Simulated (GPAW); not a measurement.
## MnO: single point with PBEsol

MnO:

```xyz
4
Lattice="3.1546 0.0000 0.0000 0.0000 4.3971 0.0000 0.0000 0.0000 3.0966" Properties=species:S:1:pos:R:3 pbc="T T T"
Mn    1.5773    0.0000    2.2552
Mn    0.0000    2.1985    0.8414
O     0.0000    0.0000    0.7315
O     1.5773    2.1985    2.3651
```

The cell is a database's computed one.

```
Program             : GPAW 26.7.0
Task                : single point
Functional          : PBEsol
Potentials or basis : PAW data sets generated in the run's folder for this functional
Cutoff              : 800 eV
Basis               : pw
k mesh              : 8 × 6 × 9
Occupations         : fermi-dirac, width 0.05 eV
Spin                : collinear spin, ferromagnetic start
Starting moments    : [4.0, 4.0, 0.0, 0.0] μB
Maxiter             : 150
```

```
Pressure               : -3.5 GPa
Largest force          : 0.316 eV/Å
Band gap on the k mesh : none (metal or under the smearing width)
Net moment             : 9.30 μB per cell
Site moments           : Mn +4.14; O +0.16 μB
```

Forces in eV/Å, atoms in the order of the input:
```
Mn   0.000  0.000  0.316
Mn   0.000  0.000 -0.316
O    0.000  0.000  0.081
O    0.000  0.000 -0.081
```

Stress tensor (GPa, compression positive):
```
-4.54  0.00  0.00
 0.00 -3.32  0.00
 0.00  0.00 -2.63
```

Levels at points of the mesh, in eV from the Fermi level:
Spin up:
| k point | band 23 | band 24 | band 25 | band 26 | band 27 | band 28 | band 29 | band 30 |
| --- | --- | --- | --- | --- | --- | --- | --- | --- |
| (0.00, 0.00, 0.00) | -2.18 | -1.92 | -1.91 | -1.78 | -0.61 | 5.01 | 7.76 | 10.40 |
| (0.00, 0.50, 0.00) | -2.02 | -2.02 | -1.55 | -1.55 | 3.43 | 3.43 | 11.14 | 11.14 |
| (0.50, 0.00, 0.00) | -1.65 | -1.65 | 0.23 | 0.23 | 4.69 | 4.69 | 8.73 | 8.73 |
| (0.50, 0.50, 0.00) | 0.28 | 0.28 | 0.33 | 0.33 | 3.34 | 3.34 | 7.68 | 7.68 |
Spin down:
| k point | band 12 | band 13 | band 14 | band 15 | band 16 | band 17 | band 18 | band 19 | band 20 | band 21 |
| --- | --- | --- | --- | --- | --- | --- | --- | --- | --- | --- |
| (0.00, 0.00, 0.00) | -4.69 | -4.52 | -3.64 | -3.60 | -3.54 | -1.10 | 0.50 | 0.55 | 0.65 | 0.73 |
| (0.00, 0.50, 0.00) | -6.22 | -4.35 | -4.35 | -4.19 | -4.19 | -0.32 | -0.32 | 1.58 | 1.58 | 1.68 |
| (0.50, 0.00, 0.00) | -6.82 | -5.41 | -5.41 | -4.93 | -4.93 | 1.21 | 1.21 | 1.69 | 1.69 | 1.82 |
| (0.50, 0.50, 0.00) | -7.72 | -5.11 | -5.11 | -5.02 | -5.02 | 1.80 | 1.80 | 1.90 | 1.90 | 1.91 |

It took 5.8 min on 1 thread of Arm Neoverse V2 (shared host), peak memory 0.49 GiB.

Caveat: semilocal functionals often make such compounds metallic where correlation or magnetic order opens a gap, which also shifts bond lengths; only a ferromagnetic start was run, and an antiferromagnetic order may lie lower in energy. With open d or f shells a metallic result of PBEsol can be an artefact of self-interaction; +U or a hybrid may open a gap.
